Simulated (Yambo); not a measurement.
## PtS2: energy-loss spectrum with PBE

Crystal: PtS2.

```
Pt S
1.0
     3.54320    0.00000    0.00000
    -1.77160    3.06850    0.00000
     0.00000    0.00000    5.03880
Pt S
1 2
Direct
  0.00000 0.00000 0.00000
  0.66667 0.33333 0.77300
  0.33333 0.66667 0.22700
```

```yaml
Program: Yambo 5.3.0
Task: energy-loss spectrum
Functional: PBE
Potentials_or_basis: PseudoDojo 0.4.1 SR PBE standard
Cutoff: 1143 eV
Density_cutoff: 4572 eV
k_mesh: 6 × 6 × 4
Occupations: fixed
Spin: no spin polarisation
k_mesh_of_the_self-consistent_run: 12 × 12 × 6
Broadening: 0.5 eV
Kernel: none (independent particles)
Top_of_the_energy_range: 40 eV
Energy_points: 200
Correction_of_the_levels: none
Bands_in_the_response: 35
```

```yaml
Band_gap_on_the_k_mesh_mean-field_level: 0.96 eV, indirect (least direct gap 1.48 eV)
Peak_of_the_energy-loss_function: 27.7 eV
```

Energy-loss function at q = [0.0, 0.16667, -0.5] (reciprocal lattice):
| energy (eV) | loss |
| --- | --- |
| 0.0 | 0.013 |
| 1.8 | 0.024 |
| 3.4 | 0.087 |
| 5.2 | 0.118 |
| 7.0 | 0.129 |
| 8.6 | 0.195 |
| 10.5 | 0.226 |
| 12.3 | 0.240 |
| 13.9 | 0.298 |
| 15.7 | 0.375 |
| 17.5 | 0.583 |
| 19.1 | 0.782 |
| 20.9 | 1.091 |
| 22.5 | 1.355 |
| 24.3 | 1.791 |
| 26.1 | 2.825 |
| 27.7 | 3.158 |
| 29.5 | 1.151 |
| 31.4 | 0.310 |
| 33.0 | 0.165 |
| 34.8 | 0.111 |
| 36.6 | 0.070 |
| 38.2 | 0.047 |
| 40.0 | 0.036 |

Run time: 6.1 min on 1 thread of Intel(R) Xeon(R) Processor @ 2.50GHz (Skylake/Cascade Lake) (shared host).

Caveat: this k mesh misses the band edges, so its gaps are larger than the crystal's; loss spectra need finer meshes, so the fine structure isn't converged; spin-orbit coupling is left out, which moves the levels of the heavy elements.
